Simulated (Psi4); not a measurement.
**One shape, several levels: triplet GeSiH5Cl**

Wanted: a comparison of 4 runs (U-wB97X/def2-SVP, UCAM-B3LYP/def2-SVP, UM06-2X/def2-SVP, UCCSD/def2-SVP) of triplet GeSiH5Cl. 

The calculation is run with Psi4 1.11.

4 further runs of the same task are left out: 3 that didn't finish, 1 set aside as unsound or not needed. Runs told in other sessions of the task aren't counted.

**1. The structure to begin with**

The species is GeSiH5Cl (8 atoms), meant as a triplet with charge 0. SMILES of the parent species: `[SiH3][GeH2][Cl]`. The shape is that of a PBE0-D4/def2-TZVP optimisation. That shape belongs to the parent species and isn't relaxed for this state.

Bond lengths: Si1–Ge2 2.380 Å, Ge2–Cl3 2.169 Å, Si1–H4 1.487 Å, Si1–H5 1.484 Å, Si1–H6 1.484 Å, Ge2–H7 1.537 Å, Ge2–H8 1.537 Å. Some angles: Si1–Ge2–Cl3 106.5°, Si1–Ge2–H7 114.0°, Si1–Ge2–H8 114.0°, Cl3–Ge2–H7 106.1°, Cl3–Ge2–H8 106.1°, Ge2–Si1–H4 109.5°, Ge2–Si1–H5 108.9°, Ge2–Si1–H6 108.9°, H7–Ge2–H8 109.6°, H4–Si1–H5 109.7°.

**2. Energy and forces at U-wB97X/def2-SVP (run 1)**

Contents of input.inp:

```
memory 2200 mb

molecule {
  0 3
  Si
  Ge 1 r2
  Cl 2 r3 1 a3
  H 1 r4 2 a4 3 d4
  H 1 r5 4 a5 2 d5
  H 1 r6 5 a6 4 d6
  H 2 r7 3 a7 1 d7
  H 2 r8 7 a8 3 d8

  r2 = 2.380115
  r3 = 2.168641
  a3 = 106.45352
  r4 = 1.486899
  a4 = 109.51976
  d4 = -179.98792
  r5 = 1.484093
  a5 = 109.66627
  d5 = 119.47902
  r6 = 1.484064
  a6 = 110.09646
  d6 = -120.75593
  r7 = 1.537177
  a7 = 106.06311
  d7 = 121.71892
  r8 = 1.53718
  a8 = 109.63006
  d8 = -114.10528
  symmetry c1
}

set globals {
  basis def2-SVP
  reference uks
  puream true
  e_convergence 1e-09
  d_convergence 1e-08
  scf_type pk
  dft_radial_points 99
  dft_spherical_points 590
  maxiter 100
}

e_tot, wfn = gradient('wb97x', return_wfn=True)
oeprop(wfn, 'DIPOLE', 'WIBERG_LOWDIN_INDICES', 'QUADRUPOLE')
```

Run with:

```console
$ psi4 input.inp input.out -n 1
```

input.out:

```text
[...]
  Running in c1 symmetry.
[...]
  Nuclear repulsion =  338.365620269073418
[...]
  Multiplicity = 3
[...]
  Nalpha       = 35
  Nbeta        = 33
[...]
    Number of basis functions: 93
[...]
   @UKS iter   1: -2827.60228294812305   -2.05601e+00   2.57201e-02 DIIS/ADIIS
[...]
   @UKS iter  21: -2829.05119721693063   -1.86446e-11   9.43371e-09 DIIS
[...]
   @S^2 Observed:                2.007287042E+00
[...]
  @UKS Final Energy: -2829.05119721693063
   => Energetics <=
    Nuclear Repulsion Energy =            338.3656202690734176
    One-Electron Energy =               -4607.9130767090864538
    Two-Electron Energy =                1541.3233484524184860
    DFT Exchange-Correlation Energy =    -100.8270892293362664
    Empirical Dispersion Energy =           0.0000000000000000
    VV10 Nonlocal Energy =                  0.0000000000000000
    Total Energy =                      -2829.0511972169306318
  UHF NO Occupations:
  HONO-2 :   33  A 1.9978744
  HONO-1 :   34  A 1.0000000
[...]
  -Total Gradient:
     Atom            X                  Y                   Z
    ------   -----------------  -----------------  -----------------
       1        0.000021217365    -0.009849179166     0.009666290288
       2        0.000005176792    -0.052435656769    -0.010175589129
       3       -0.000001448029     0.063882082681    -0.021273407126
       4       -0.000008747006    -0.004869564581     0.010526453131
       5        0.004343461360     0.000185512338    -0.004279492391
       6       -0.004357913040     0.000191852843    -0.004273139816
       7        0.002748914629     0.001493130779     0.009972286887
       8       -0.002750708620     0.001490753727     0.009975925426
[...]
```

It took 65 s on 1 thread of Intel Xeon Platinum 8259CL at 2.50GHz (Skylake/Cascade Lake), shared host; peak memory 1.3 GiB.

**3. Energy and gradient at UCAM-B3LYP/def2-SVP (run 2)**

Contents of input.dat:

```
memory 2200 mb

molecule geom {
  0 3
  Si    -0.863600     0.827300    -0.302500
  Ge     0.738300    -0.882000     0.118400
  Cl     1.963100    -0.183700     1.766200
  H     -1.744900     0.416200    -1.427300
  H     -0.149800     2.078700    -0.658900
  H     -1.678500     1.035600     0.920200
  H      1.703100    -1.135200    -1.051200
  H      0.124600    -2.213900     0.579200
  symmetry c1
  no_reorient
  no_com
}

set basis def2-SVP
set reference uks
set puream true
set e_convergence 1e-09
set d_convergence 1e-08
set scf_type pk
set dft_radial_points 99
set dft_spherical_points 590
set maxiter 100

E, wfn = gradient("cam-b3lyp", return_wfn=True)
oeprop(wfn, "DIPOLE", "LOWDIN_CHARGES", "MULLIKEN_CHARGES", title="CAM-B3LYP")
```

Run with:

```console
$ psi4 -n 1 input.dat output.dat
```

output.dat:

```text
[...]
  Running in c1 symmetry.
[...]
  Nuclear repulsion =  338.365643184902012
[...]
  Multiplicity = 3
[...]
  Nalpha       = 35
  Nbeta        = 33
[...]
    Number of basis functions: 93
[...]
   @UKS iter   1: -2827.65777428292085   -1.93345e+00   2.59404e-02 ADIIS/DIIS
[...]
   @UKS iter  20: -2829.14831707542862   -4.54747e-13   5.31525e-09 DIIS
[...]
   @S^2 Observed:                2.005664365E+00
[...]
  @UKS Final Energy: -2829.14831707542862
   => Energetics <=
    Nuclear Repulsion Energy =            338.3656431849020123
    One-Electron Energy =               -4607.9853846510541189
    Two-Electron Energy =                1541.0070824694907969
    DFT Exchange-Correlation Energy =    -100.5356580787674261
    Empirical Dispersion Energy =           0.0000000000000000
    VV10 Nonlocal Energy =                  0.0000000000000000
    Total Energy =                      -2829.1483170754286220
  UHF NO Occupations:
  HONO-2 :   33  A 1.9983838
  HONO-1 :   34  A 1.0000000
[...]
  -Total Gradient:
     Atom            X                  Y                   Z
    ------   -----------------  -----------------  -----------------
       1        0.010720521171    -0.000677443933     0.009966691757
       2        0.018922700031     0.036426754739     0.042415638882
       3       -0.044795094200    -0.022436809098    -0.058215328074
       4        0.008578550233    -0.005625105670     0.004575239866
       5       -0.004732147382     0.001773491900     0.001328025384
       6       -0.000859042615     0.004412374112    -0.002674189869
       7        0.004753385523    -0.007832585546     0.002667666214
       8        0.007403036767    -0.006027003880    -0.000062540957
[...]
```

Run time: 85 s. Hardware: 1 thread of Intel Xeon Platinum 8259CL at 2.50GHz (Skylake/Cascade Lake), shared host; peak memory 1.3 GiB.

Run 3 isn't shown in full; the table further down has it.

**4. The energy at UCCSD/def2-SVP (run 4)**

Contents of input.json:

```json
{
 "schema_name": "qcschema_input",
 "schema_version": 1,
 "molecule": {
  "schema_name": "qcschema_molecule",
  "schema_version": 2,
  "symbols": ["Si", "Ge", "Cl", "H", "H", "H", "H", "H"],
  "geometry": [-1.63196748, 1.56337042, -0.57164215, 1.3951848, -1.66673844, 0.22374357, 3.70972136, -0.34714269, 3.33763428, -3.29738311, 0.78650401, -2.6972061, -0.28308097, 3.9281737, -1.24514054, -3.1719053, 1.95700037, 1.73892598, 3.21839256, -2.1452171, -1.9864801, 0.23545988, -4.18366467, 1.09452937],
  "molecular_charge": 0,
  "molecular_multiplicity": 3,
  "fix_symmetry": "c1",
  "fix_com": true,
  "fix_orientation": true
 },
 "driver": "energy",
 "model": {
  "method": "ccsd",
  "basis": "def2-SVP"
 },
 "keywords": {
  "reference": "uhf",
  "puream": true,
  "e_convergence": 1e-09,
  "d_convergence": 1e-08,
  "scf_type": "pk",
  "num_frozen_docc": 19,
  "maxiter": 100,
  "soscf": true,
  "soscf_start_convergence": 0.001
 }
}
```

Run with:

```console
$ psi4 --qcschema input.json -n 1 --memory 2200MB
```

stdout:

```text
[...]
  Running in c1 symmetry.
[...]
  Nuclear repulsion =  338.365643360099796
[...]
  Multiplicity = 3
[...]
  Nalpha       = 35
  Nbeta        = 33
[...]
    Number of basis functions: 93
[...]
   @UHF iter   1: -2824.80853108040628   -2.92620e+00   2.29579e-02 DIIS/ADIIS
[...]
   @UHF iter  45: -2826.01673335747864   -1.00044e-11   6.64034e-09 SOSCF, nmicro=conv
[...]
   @S^2 Observed:                2.013460446E+00
[...]
  @UHF Final Energy: -2826.01673335747864
   => Energetics <=
    Nuclear Repulsion Energy =            338.3656433600997957
    One-Electron Energy =               -4608.0493419578415342
    Two-Electron Energy =                1443.6669652402626980
    Total Energy =                      -2826.0167333574790973
  UHF NO Occupations:
  HONO-2 :   33  A 1.9964912
  HONO-1 :   34  A 1.0000000
  HONO-0 :   35  A 1.0000000
  LUNO+0 :   36  A 0.0035088
  LUNO+1 :   37  A 0.0014778
[...]
 Multipole Moments:
 ------------------------------------------------------------------------------------
     Multipole            Electronic (a.u.)      Nuclear  (a.u.)        Total (a.u.)
 ------------------------------------------------------------------------------------
 L = 1.  Multiply by 2.5417464519 to convert [e a0] to [Debye]
 Dipole X            :        -82.3855373           81.5651151           -0.8204222
 Dipole Y            :         37.3201151          -37.0070736            0.3130415
 Dipole Z            :        -53.3883930           52.8012155           -0.5871775
 Magnitude           :                                                    1.0563451
[...]
      * MP2 total energy                      = -2826.482154182271643
[...]
      * CCSD total energy                     = -2826.528723600593821
[...]
```

The result, in JSON:

```text
{
 "driver": "energy",
 "model": {
  "method": "ccsd",
  "basis": "def2-SVP"
 },
 "success": true,
 "return_result": -2826.528723600594,
 "properties": {
  "calcinfo_nbasis": 93,
  "calcinfo_nmo": 93,
  "calcinfo_nalpha": 35,
  "calcinfo_nbeta": 33,
  "calcinfo_natom": 8,
  "nuclear_repulsion_energy": 338.3656433600998,
  "return_energy": -2826.528723600594,
  "scf_one_electron_energy": -4608.0493419578415,
  "scf_two_electron_energy": 1443.6669652402627,
  "scf_dipole_moment": [-0.8204221927753537, 0.31304147862758214, -0.5871775120115785],
  "scf_total_energy": -2826.0167333574786,
  "scf_iterations": 45,
  "mp2_same_spin_correlation_energy": -0.12088918064643087,
  "mp2_opposite_spin_correlation_energy": -0.3445316441450427,
  "mp2_singles_energy": -2.912874349319325e-27,
  "mp2_doubles_energy": -0.4654208247914736,
  "mp2_correlation_energy": -0.4654208247914736,
  "mp2_total_energy": -2826.4821541822716,
  "ccsd_same_spin_correlation_energy": -0.11660330084646645,
  "ccsd_opposite_spin_correlation_energy": -0.3953869422674852,
  "ccsd_singles_energy": -1.3604086092595463e-16,
  "ccsd_doubles_energy": -0.5119902431139517,
  "ccsd_correlation_energy": -0.5119902431139518,
  "ccsd_total_energy": -2826.528723600594,
  "ccsd_iterations": 29
 }
}
```

Wall time 2.6 min (1 thread of Intel Xeon Platinum 8259CL at 2.50GHz (Skylake/Cascade Lake), shared host); peak memory 0.59 GiB.

**5. All runs side by side**

```
run                level      task  frozen core orbitals   energy (Eh)  dipole moment (D)  HOMO energy (eV)   ⟨S²⟩  wall time
  1     U-wB97X/def2-SVP  gradient                     0  -2829.051197               1.52             -4.40  2.007       65 s
  2  UCAM-B3LYP/def2-SVP  gradient                     0  -2829.148317               1.13             -3.49  2.006       85 s
  3     UM06-2X/def2-SVP    energy                     0  -2828.980019               1.49             -3.37  2.006       95 s
  4       UCCSD/def2-SVP    energy                    19  -2826.528724                  –             -4.41  2.013    2.6 min
```

**6. Summary of results**

| quantity | value |
| --- | --- |
| run 4: total energy | -2826.52872 Eh |
| run 4: HOMO energy (Hartree–Fock orbitals) (highest over α and β) | -4.41 eV |
| run 4: LUMO energy (Hartree–Fock orbitals) (lowest over α and β) | -2.87 eV |
| run 4: correlation energy (19 core orbitals frozen) | -512.0 mEh |
| run 4: ⟨S²⟩ of the reference determinant | 2.013 |
| run 4: T1 diagnostic | 0.052 |

**Reading.** Over runs 1, 2, 3 the dipole moment (its size) runs from 1.13 D (UCAM-B3LYP/def2-SVP) to 1.52 D (U-wB97X/def2-SVP). Totals of different functionals can't be ranked against each other. All runs together took 6.7 min, the longest 2.6 min.
